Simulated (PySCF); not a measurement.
# C3HGeN3O3 (GeH(NCO)3): the cost of one run

The runs use PySCF 2.14.0, with density-fitted response routines of our own; the level of theory stands in each step. All values are computed, except where a source is named. Atoms are numbered from 0 throughout.

## 1. Starting geometry

11 atoms, charge 0, multiplicity 1; geometry from: GFN2-xTB. The atoms were then displaced at random by about 0.03 Å, so the start is not that level's minimum.

Bonds of the start (Å): Ge0–H1 1.46, Ge0–N2 1.69, Ge0–N5 1.89, Ge0–N8 1.72, N2–C3 1.32, C3–O4 1.07, N5–C6 1.16, C6–O7 1.17, N8–C9 1.22, C9–O10 1.16.

## 2. Optimising the geometry at PBE0-D3(BJ)/def2-SVP

Job settings and geometry (Å):

```
{"job": {"xc": "PBE0", "basis": "def2-SVP", "d3": "d3bj", "grid": 1, "maxiter": 40, "shake": 0.03, "kind": "geom"}, "charge": 0, "multiplicity": 1}
Ge     0.097510    -0.062170     0.869290
H      0.087020     0.016350     2.330610
N      1.607100     0.016860     0.124400
C      2.780150     0.000200    -0.488170
O      3.671320    -0.050810    -1.080150
N     -0.849910     1.460220     0.257080
C     -1.332590     2.308570    -0.362000
O     -1.833260     3.194760    -0.934640
N     -0.815010    -1.425530     0.343330
C     -1.375740    -2.333090    -0.257210
O     -1.938520    -3.210860    -0.771650
```

Run with:

```console
$ OMP_NUM_THREADS=1 python probes_run.py task.json out
```

The driver reads the jobs from task.json and runs them one after another.

**Question.** How long does this first job take on 1 thread of Intel Xeon at 2.70GHz, shared host, and how much memory does it need?

About 5.6 min, with a peak of 0.67 GiB.
